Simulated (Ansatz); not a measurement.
# TiRh3: the cost of one run

Computed with Ansatz 0.2.0 (DFT LDA, scalar-relativistic, unless a step's input says otherwise).

## (1) The starting structure

Symmetry: Pm-3m, No. 221, cubic system. The conventional cell has a = 3.822 Å, b = 3.822 Å, c = 3.822 Å, α = 90.00°, β = 90.00°, γ = 90.00°. Ti (site symmetry m-3m) has 12 Rh at 2.70 Å in its first shell of neighbours. Rh (site symmetry 4/mmm) has 4 Ti at 2.70 Å and 8 Rh at 2.70 Å in its first shell of neighbours.

Structure file:

```xyz
4
Lattice="3.8220 0.0000 0.0000 0.0000 3.8220 0.0000 0.0000 0.0000 3.8220" Properties=species:S:1:pos:R:3 pbc="T T T"
Ti    0.0000    0.0000    0.0000
Rh    0.0000    1.9110    1.9110
Rh    1.9110    0.0000    1.9110
Rh    1.9110    1.9110    0.0000
```

Atoms are numbered in the order of the input: Ti1, Rh2, Rh3, Rh4.

## (2) Volume × 0.96, LAPW

File input.yaml:

```yaml
crystal:
  lattice:
    - [3.7703450192, 0.0, 0.0]
    - [0.0, 3.7703450192, 0.0]
    - [0.0, 0.0, 3.7703450192]
  atoms:
    - { symbol: Ti, position: [0.0, 0.0, 0.0] }
    - { symbol: Rh, position: [0.0, 0.5, 0.5] }
    - { symbol: Rh, position: [0.5, 0.0, 0.5] }
    - { symbol: Rh, position: [0.5, 0.5, 0.0] }
kpoints:
  mp_grid: { grid: [10, 10, 10] }
  band_path:
    path:
      - [0.0, 0.0, 0.0]
      - [0.0, 0.5, 0.0]
      - [0.5, 0.5, 0.0]
      - [0.0, 0.0, 0.0]
      - [0.5, 0.5, 0.5]
      - [0.0, 0.5, 0.0]
      - [0.5, 0.5, 0.5]
      - [0.5, 0.5, 0.0]
    npoints: 5
scf:
  occupations: { method: fermi_dirac, width: 0.03 }
hamiltonian:
  xc: lda
  pseudopotentials: { kind: all_electron, lapw: { basis_error: 0.001 } }
output:
  forces: true
  stress: true
  eigenvalues: true
```

Launch:

```console
ansatz run input.yaml --threads 1 --pin off --max-ram 4096MiB --backend cpu --events-out ev --progress --plain --runs-dir out
```

What time and memory should one allow on 1 thread of Arm Neoverse V1, shared host?

About 1.9 min, with a peak of 0.68 GiB.
